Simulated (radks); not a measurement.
# Ni⁴⁺ in [Ar] 3d6: an all-electron calculation

Wanted: eigenvalues, radial structure and energy terms of the nickel ion Ni4+.

The numbers are computed with radks (a radial shooting solver on a logarithmic mesh, Libxc functionals) version 1 (non-relativistic Kohn-Sham, B86b exchange with PBE correlation, spin-polarised, spherical densities, point nucleus; open shells are filled with parallel spins first), except any that are marked as measured or tabulated.

**1. What is computed**

```
element       : nickel (Z = 28)
charge        : +4
electrons     : 24
configuration : [Ar] 3d6
```

The outer shells:

Ni⁴⁺
```
[Ar] core
3d [↑↓][↑ ][↑ ][↑ ][↑ ]
```

**2. The run**

The run's settings:

```text
Z 28
configuration [Ar] 3d6
relativity non-relativistic
functional b86_mgc,pbe
spin polarised
nucleus point
```

Started as:

```
> python run_ks.py task.json out
```

This one command runs every case of the session in turn.

Q: Predict the outcome of this run.

As calculated:

```
                        quantity                      value
                    total energy        -1504.01235 hartree
exchange-correlation share of it                     4.08 %
                            −T/E                     0.9993
          highest occupied level        3d down, -65.856 eV
    most extended occupied level  3d down, <r> = 0.850 bohr
 radius at density 0.001 e/bohr³                  2.45 bohr
    maxima of the radial density                          3
         ionisation energy, NIST        76.1 (semi-emp.) eV
```

The radial density shows 3 maxima for 3 occupied principal shells. The ratio −T/E is 0.9993; for a non-relativistic Coulomb system it is 1 up to the kinetic part of correlation. The top level binds by 65.856 eV, 87 % of the NIST ionisation energy of 76.1 eV; the potential of a semilocal functional falls off too fast, so its top eigenvalue is too shallow. Open shells are spherical and high-spin; term and fine-structure splittings are not resolved.
